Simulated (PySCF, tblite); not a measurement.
**C₆H₆F₃N: a rotation path, then NMR shifts on frames**

Aim: move C₆H₆F₃N (`Cn1ccc(C(F)(F)F)c1`) away from its starting geometry and see how NMR shifts follow the geometry.

The runs use tblite 0.8.0 and PySCF 2.14.0, with density-fitted response routines of our own; the level of theory stands in each step. All values are computed, except where a source is named. Atoms count from 0, in the outputs and in this text.

### 1 The molecule as given

16 atoms, charge 0, multiplicity 1; geometry from: GFN2-xTB.

Bonds of the start (Å): C0–N1 1.44, N1–C2 1.36, C2–C3 1.37, C3–C4 1.41, C4–C5 1.48, C5–F6 1.35, C5–F7 1.35, C5–F8 1.35, C4–C9 1.38, C9–N1 1.35, C0–H10 1.09, C0–H11 1.09, C0–H12 1.09, C2–H13 1.07, C3–H14 1.07, C9–H15 1.07.

### 2 The rotation path with GFN2-xTB

What the job is given:

```
{"job": {"kind": "neb", "xc": "GFN2-xTB", "basis": "xTB", "atoms": [9, 4, 5, 7], "turn": 120}, "charge": 0, "multiplicity": 1}
C     -2.473478    -0.511796     0.052320
N     -1.125045    -0.020945    -0.013037
C     -0.762326     1.286896    -0.060602
C      0.602233     1.371789    -0.063607
C      1.081824     0.044434    -0.009681
C      2.502430    -0.372088    -0.003289
F      2.658118    -1.672391     0.303579
F      3.245384     0.318373     0.882304
F      3.109839    -0.199597    -1.197919
C     -0.014035    -0.787626     0.021074
H     -2.765261    -0.708004     1.087758
H     -2.562149    -1.438083    -0.515040
H     -3.152543     0.229145    -0.366914
H     -1.496774     2.066614    -0.093973
H      1.199314     2.259905    -0.097079
H     -0.055132    -1.857681     0.062694
```

Level: GFN2-xTB climbing-image nudged elastic band, gas phase.

On the command line:

```sh
$ OMP_NUM_THREADS=1 python probes_run.py task.json out
```

The driver reads the jobs from task.json and runs them one after another.

The log of the run:

```text
image   E - E0 / eV
  0      -0.0000
  1       0.0014
  2       0.0014
  3       0.0022
  4       0.0036
  5       0.0041
  6       0.0031
  7       0.0016
  8      -0.0000
```

Wall time 4.9 s (1 thread of Intel Xeon Platinum 8259CL at 2.50GHz, shared host); peak memory 0.19 GiB.

The final band, with the dihedral C9–C4–C5–F7:

```csv
image,dihedral (°),energy (eV),energy (kcal/mol)
0,-133,0.000,0.0
1,-117,0.001,0.0
2,-102,0.001,0.0
3,-87,0.002,0.1
4,-72,0.004,0.1
5,-58,0.004,0.1
6,-43,0.003,0.1
7,-28,0.002,0.0
8,-13,0.000,0.0
```

### 3 Nuclear shieldings: image 0, PBE0/pcSseg-1

What the job is given:

```
{"job": {"kind": "nmr", "xc": "PBE0", "basis": "pcSseg-1", "pop": false}, "charge": 0, "multiplicity": 1}
C     -2.473500    -0.511800     0.052300
N     -1.125000    -0.020900    -0.013000
C     -0.762300     1.286900    -0.060600
C      0.602200     1.371800    -0.063600
C      1.081800     0.044400    -0.009700
C      2.502400    -0.372100    -0.003300
F      2.658100    -1.672400     0.303600
F      3.245400     0.318400     0.882300
F      3.109800    -0.199600    -1.197900
C     -0.014000    -0.787600     0.021100
H     -2.765300    -0.708000     1.087800
H     -2.562100    -1.438100    -0.515000
H     -3.152500     0.229100    -0.366900
H     -1.496800     2.066600    -0.094000
H      1.199300     2.259900    -0.097100
H     -0.055100    -1.857700     0.062700
```

Method: GIAO PBE0/pcSseg-1 NMR shielding, non-relativistic, gas phase.

The log of the run:

```text
coarse grid: 14560 points
cycle   1  E = -585.6382566606  dE =  1.962e+00  |g| = 9.143e-01  |ddm| = 3.827e+00
cycle   2  E = -585.5092010933  dE =  1.291e-01  |g| = 1.319e+00  |ddm| = 1.305e+00
cycle   3  E = -585.7872879594  dE = -2.781e-01  |g| = 6.853e-02  |ddm| = 7.636e-01
cycle   4  E = -585.7879194306  dE = -6.315e-04  |g| = 4.529e-02  |ddm| = 1.014e-01
cycle   5  E = -585.7883672988  dE = -4.479e-04  |g| = 1.084e-02  |ddm| = 5.036e-02
cycle   6  E = -585.7883900554  dE = -2.276e-05  |g| = 4.183e-03  |ddm| = 1.230e-02
cycle   7  E = -585.7883936269  dE = -3.571e-06  |g| = 8.608e-04  |ddm| = 3.708e-03
final grid: 145288 points
cycle   8  E = -585.8644333985  dE = -5.716e-05  |g| = 8.496e-03  |ddm| = 4.228e-02
cycle   9  E = -585.8644266613  dE =  6.737e-06  |g| = 1.085e-02  |ddm| = 1.698e-02
cycle  10  E = -585.8644495314  dE = -2.287e-05  |g| = 1.093e-03  |ddm| = 8.770e-03
cycle  11  E = -585.8644497491  dE = -2.177e-07  |g| = 2.730e-04  |ddm| = 9.214e-04
cycle  12  E = -585.8644497626  dE = -1.351e-08  |g| = 1.114e-04  |ddm| = 3.164e-04
cycle  13  E = -585.8644497653  dE = -2.675e-09  |g| = 3.661e-05  |ddm| = 1.305e-04
cycle  14  E = -585.8644497656  dE = -2.769e-10  |g| = 1.127e-05  |ddm| = 3.264e-05
converged SCF energy = -585.8644497656

GIAO shielding tensors (ppm)
atom      isotropic    diamagn.    paramagn.     s11        s22        s33       span
  0 C      149.849     242.138     -92.288    128.007    132.237    189.304     61.297
  1 N       92.750     333.764    -241.015     -7.994    101.435    184.808    192.803
  2 C       61.034     253.875    -192.840     -9.186     67.058    125.231    134.417
  3 C       73.018     251.246    -178.228     -4.900     59.557    164.398    169.298
  4 C       63.238     266.664    -203.426      3.726     47.587    138.400    134.675
  5 C       53.625     238.440    -184.816     50.542     52.591     57.742      7.200
  6 F      260.787     474.162    -213.375    181.389    242.739    358.234    176.845
  7 F      241.954     471.922    -229.968    163.337    225.103    337.421    174.084
  8 F      231.381     471.998    -240.617    144.832    219.936    329.375    184.543
  9 C       62.355     252.309    -189.954     -4.797     59.569    132.293    137.090
 10 H       27.848      27.533       0.315     23.744     24.955     34.845     11.101
 11 H       27.941      28.086      -0.145     22.885     26.882     34.057     11.171
 12 H       28.069      27.723       0.346     23.074     27.084     34.049     10.975
 13 H       25.161      31.823      -6.662     21.723     26.620     27.140      5.417
 14 H       25.067      32.231      -7.163     22.047     25.799     27.356      5.308
 15 H       24.764      33.626      -8.862     20.776     25.140     28.376      7.600
```

Run time: 43 s. Hardware: 1 thread of Intel Xeon Platinum 8259CL at 2.50GHz, shared host; peak memory 0.84 GiB.

The references, computed at this level on geometries of the same kind, shield at (ppm): 1H TMS 31.72, 13C TMS 186.9, 19F CFCl3 170.9, 15N NH3 267.7. Their shielding less the atom's gives the shift. The references are single molecules in the gas phase, so shifts against H2O, NH3, PH3, H3PO4 or CFCl3 are not on the usual liquid scales and can be off by tens of ppm. Each atom is listed at this fixed geometry, with no averaging over motion; a spectrum would average atoms that exchange fast.

```csv
atoms,environment,σ (ppm),δ (ppm)
C5,CF3 carbon,53.6,133.3
C2,aromatic CH next to a ring nitrogen,61.0,125.9
C9,aromatic CH next to a ring nitrogen,62.4,124.6
C4,substituted aromatic carbon,63.2,123.7
C3,aromatic CH,73.0,113.9
C0,methyl carbon bonded to N,149.8,37.1
H15,hydrogen on an aromatic CH next to a ring nitrogen,24.76,6.95
H14,hydrogen on an aromatic CH,25.07,6.65
H13,hydrogen on an aromatic CH next to a ring nitrogen,25.16,6.56
H10,hydrogen on a methyl carbon bonded to N,27.85,3.87
H11,hydrogen on a methyl carbon bonded to N,27.94,3.78
H12,hydrogen on a methyl carbon bonded to N,28.07,3.65
N1,pyrrole-type ring nitrogen,92.7,175.0
F8,fluorine of a CF3 group,231.4,-60.4
F7,fluorine of a CF3 group,242.0,-71.0
F6,fluorine of a CF3 group,260.8,-89.8
```

Ring of atoms N1, C2, C3, C4, C9: NICS(0) -13.9, NICS(1) -10.9, NICS(1)zz -28.1 ppm (means of both faces).

### 4 Shielding tensors: image 2, PBE0/pcSseg-1

What the job is given:

```
{"job": {"kind": "nmr", "xc": "PBE0", "basis": "pcSseg-1", "pop": false}, "charge": 0, "multiplicity": 1}
C     -2.473000    -0.505300     0.121200
N     -1.125600    -0.022600    -0.006300
C     -0.763000     1.276200    -0.163700
C      0.601300     1.357900    -0.188300
C      1.081100     0.037400    -0.044200
C      2.503900    -0.370400     0.003100
F      2.671900    -1.689700    -0.199100
F      3.085300    -0.101500     1.194100
F      3.261500     0.254200    -0.916900
C     -0.015400    -0.785800     0.074300
H     -2.749400    -0.613700     1.173900
H     -2.570900    -1.476400    -0.363900
H     -3.154700     0.200500    -0.350300
H     -1.492100     2.055100    -0.263000
H      1.196600     2.241700    -0.288500
H     -0.065100    -1.848700     0.206200
```

With the program's defaults for keys left out, this is: GIAO PBE0/pcSseg-1 NMR shielding, non-relativistic, gas phase.

The log of the run:

```text
coarse grid: 14560 points
cycle   1  E = -585.6373575992  dE =  1.963e+00  |g| = 9.146e-01  |ddm| = 3.827e+00
cycle   2  E = -585.5081698471  dE =  1.292e-01  |g| = 1.320e+00  |ddm| = 1.306e+00
cycle   3  E = -585.7865270521  dE = -2.784e-01  |g| = 6.823e-02  |ddm| = 7.647e-01
cycle   4  E = -585.7871541138  dE = -6.271e-04  |g| = 4.508e-02  |ddm| = 1.012e-01
cycle   5  E = -585.7875988143  dE = -4.447e-04  |g| = 1.065e-02  |ddm| = 5.022e-02
cycle   6  E = -585.7876206915  dE = -2.188e-05  |g| = 4.169e-03  |ddm| = 1.213e-02
cycle   7  E = -585.7876242426  dE = -3.551e-06  |g| = 8.520e-04  |ddm| = 3.694e-03
final grid: 145288 points
cycle   8  E = -585.8642493163  dE = -5.712e-05  |g| = 8.562e-03  |ddm| = 4.017e-02
cycle   9  E = -585.8642424008  dE =  6.915e-06  |g| = 1.097e-02  |ddm| = 1.702e-02
cycle  10  E = -585.8642656279  dE = -2.323e-05  |g| = 1.081e-03  |ddm| = 8.826e-03
cycle  11  E = -585.8642658419  dE = -2.140e-07  |g| = 2.754e-04  |ddm| = 9.145e-04
cycle  12  E = -585.8642658558  dE = -1.385e-08  |g| = 1.089e-04  |ddm| = 3.148e-04
cycle  13  E = -585.8642658583  dE = -2.554e-09  |g| = 3.627e-05  |ddm| = 1.294e-04
cycle  14  E = -585.8642658586  dE = -2.710e-10  |g| = 1.107e-05  |ddm| = 3.226e-05
converged SCF energy = -585.8642658586

GIAO shielding tensors (ppm)
atom      isotropic    diamagn.    paramagn.     s11        s22        s33       span
  0 C      149.742     242.165     -92.423    127.996    132.049    189.181     61.186
  1 N       92.356     333.777    -241.421     -8.588    101.118    184.538    193.126
  2 C       61.391     253.884    -192.494     -9.187     67.554    125.805    134.993
  3 C       72.762     251.342    -178.580     -5.638     59.786    164.138    169.776
  4 C       63.373     266.509    -203.136      4.347     47.326    138.447    134.100
  5 C       53.570     238.560    -184.990     50.109     52.806     57.796      7.687
  6 F      259.212     474.085    -214.873    180.217    240.820    356.599    176.383
  7 F      228.854     472.268    -243.414    141.161    217.549    327.851    186.690
  8 F      244.910     471.836    -226.926    167.329    227.821    339.581    172.252
  9 C       62.587     252.278    -189.692     -4.164     59.724    132.200    136.364
 10 H       27.840      27.521       0.319     23.771     24.913     34.836     11.064
 11 H       27.934      28.086      -0.152     22.881     26.896     34.026     11.145
 12 H       28.071      27.721       0.350     23.077     27.085     34.051     10.974
 13 H       25.165      31.821      -6.656     21.731     26.637     27.126      5.395
 14 H       25.068      32.298      -7.230     22.030     25.805     27.370      5.340
 15 H       24.779      33.585      -8.805     20.773     25.212     28.352      7.579
```

Run time: 41 s. Hardware: 1 thread of Intel Xeon Platinum 8259CL at 2.50GHz, shared host; peak memory 0.95 GiB.

This run: δ C5 133.4, C2 125.5, C9 124.3, C4 123.6, H15 6.94, H14 6.65 ppm.

(Part 1 of 2 ends here.)
